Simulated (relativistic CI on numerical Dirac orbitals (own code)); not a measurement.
**Pr⁵¹⁺: how the levels respond to the fine-structure constant and the nuclear radius**

How sensitive are the low transitions of Pr⁵¹⁺ to a change of α? Wanted is q = dE/dx with x = (α/α0)² − 1, and the field-shift factor by the mean square nuclear radius, for the lowest 30 levels.

Method: Dirac-Coulomb-Breit CI, KLI orbitals optimised for each configuration, derivatives by finite differences. Code: relativistic CI on numerical Dirac orbitals (own code) version 2.

## Step 1: The system

| Property | Result |
| --- | --- |
| ion | Pr⁵¹⁺ (Pr LII) |
| nuclear charge | 59 |
| electrons | 8 |
| isotope | A = 141 |
| first configuration | [He] 2s2 2p4 |

The outer shells:

[He] 2s2 2p4
```
[He] core
2s [↑↓]
2p [↑↓][↑ ][↑ ]
```

## Step 2: Levels and derivatives

Settings of the run:

```ini
atom Pr  Z=59  charge=51  electrons=8
nucleus A=141  rms_radius_fm=4.8919
hamiltonian dirac-coulomb  breit=on  qed=off  c_scale=1
orbitals kli  potential=per-configuration
slater_scale 1
correlation none
mixing on
configurations
  [He] 2s2 2p4
  [He] 2s 2p5
  [He] 2p6
  [He] 2p5 3s
  [He] 2p5 3p
  [He] 2p5 3d
  [He] 2s2 2p3 3s
  [He] 2s2 2p3 3p
end
derivatives alpha2 +-0.01 radius +-1%
```

Q: Predict the outcome of this session. Wanted: lowest level; largest q in size, lowest 30 levels; largest K in size within the lowest configuration; largest field-shift factor among them.

The runs gave:

| quantity | value |
| --- | --- |
| lowest level | 2p4 [2p3/2^2] J=2 |
| largest q in size, lowest 30 levels | 1.007e+07 cm⁻¹ (2p6 1S0) |
| largest K in size within the lowest configuration | 2.29 (2p4 3P1) |
| largest field-shift factor among them | -1.32e+04 GHz/fm² (2p6 1S0) |

Among these levels the largest q belongs to 2p6 1S0, a change of configuration. K = 2q/E, the relative sensitivity of a level, hangs on the computed energy: between configurations that lie close it can be off by a factor of several.
